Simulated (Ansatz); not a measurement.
**Mg3Zr (Pm-3m): equation of state with a fit from a Python script**

Aim: an equation of state with a fit, for Mg3Zr (Pm-3m), run from a script.

All numbers are computed with Ansatz 0.2.0, driven from Python. Level of theory: DFT LDA, plane waves, PAW.

**1. The structure**

The structure is cubic, space group Pm-3m (No. 221). Conventional cell: a = 4.442 Å, b = 4.442 Å, c = 4.442 Å, α = 90.00°, β = 90.00°, γ = 90.00°. Mg (site symmetry 4/mmm) is surrounded by 8 Mg at 3.14 Å and 4 Zr at 3.14 Å. Around Zr (site symmetry m-3m) lie 12 Mg at 3.14 Å.

The script holds or builds the structure itself.

**2. Script**

eos.py reads:

```python
# -*- coding: utf-8 -*-
"""Bulk modulus of Mg3Zr from an E(V) curve."""

import warnings

import ansatz as az
import numpy as np

vectors0 = np.array([
    [4.442205, 0.0, 0.0],
    [0.0, 4.442205, 0.0],
    [0.0, 0.0, 4.442205],
])
sites = [
    ("Mg", [0.5, 0.5, 0.0]),
    ("Mg", [0.5, 0.0, 0.5]),
    ("Mg", [0.0, 0.5, 0.5]),
    ("Zr", [0.0, 0.0, 0.0]),
]


def build(cell):
    crystal = az.Crystal(lattice=az.Lattice.of(cell))
    for symbol, position in sites:
        crystal = crystal.atom(symbol, position)
    return crystal

warnings.simplefilter("ignore", az.DeckWarning)

# scale the volume, keep shape and fractions
volumes, energies, pressures = [], [], []
for scale in np.linspace(0.9, 1.1, 9):
    cell = vectors0 * scale ** (1 / 3)
    base = build(cell).calculation()
    base = base.basis(510)
    base = base.functional("LDA").occupations("Gaussian", width=0.1)
    base = base.kpoints(5, 5, 5)
    base = base.stress()
    data = base.run(threads=1, pin="off").report
    volumes.append(abs(np.linalg.det(cell)) / len(sites))
    energies.append(data["free_energy_ev"] / len(sites))
    pressures.append(np.trace(data["stress_gpa"]) / 3)
    print(f"V = {volumes[-1]:8.4f} A^3/atom  F = {energies[-1]:.5f} eV/atom  P = {pressures[-1]:8.3f} GPa")

# third-order Birch-Murnaghan: a cubic in V^(-2/3)
x = np.array(volumes) ** (-2 / 3)
poly = np.polynomial.Polynomial.fit(x, energies, 3).convert()
roots = poly.deriv().roots()
x0 = min((r.real for r in roots if abs(r.imag) < 1e-9 and poly.deriv(2)(r.real) > 0), key=lambda r: abs(r - x.mean()))
v0 = x0 ** -1.5
b0 = 4 / 9 * poly.deriv(2)(x0) * v0 ** (-7 / 3) * 160.21766
b1 = 4 + 2 / 3 * x0 * poly.deriv(3)(x0) / poly.deriv(2)(x0)
print(f"V0 = {v0:.4f} A^3/atom, B0 = {b0:.1f} GPa, dB/dP = {b1:.2f}")
```

**3. The calls as engine input**

The package turns the script's settings into the engine's input (first run):

```yaml
crystal:
  lattice:
    - [4.288901771742052, 0.0, 0.0]
    - [0.0, 4.288901771742052, 0.0]
    - [0.0, 0.0, 4.288901771742052]
  atoms:
    - { symbol: Mg, position: [0.5, 0.5, 0.0] }
    - { symbol: Mg, position: [0.5, 0.0, 0.5] }
    - { symbol: Mg, position: [0.0, 0.5, 0.5] }
    - { symbol: Zr, position: [0.0, 0.0, 0.0] }
basis:
  ecutwfc: 510.0
kpoints:
  mp_grid:
    grid: [5, 5, 5]
hamiltonian:
  xc: lda
scf:
  occupations:
    method: gaussian
    width: 0.1
output:
  stress: true
```

**4. Running it**

On the command line:

```sh
$ python eos.py
```

**Question.** Estimate the equilibrium volume and the bulk modulus.

The runs gave:

| quantity | value |
| --- | --- |
| runs compared | 9 |
| range of energy | 78.02 meV/atom |
| lowest point, volume (Å³/atom) | 20.819 |
| equilibrium volume (fit) | 20.81 Å³/atom |
| bulk modulus (fit) | 61 GPa |

A third-order Birch-Murnaghan fit through the 9 points has its minimum at 20.81 Å³ an atom, 5.0 % below the typed cell, with a bulk modulus of 61 GPa and dB/dP = 3.9. From that minimum the energy rises by 11.9 meV an atom on the compressed side and 78.0 meV on the expanded side. The window is off centre, so dB/dP is rough. Caveats:
- No spin polarisation was allowed.
- The mesh is modest for a metal, so energies can be off by several to tens of meV an atom and pressures by half a GPa or more; differences at equal mesh fare better.
- Pressure is positive in compression.
- The structure comes from a database of computed cells and needn't be a stable or known phase.
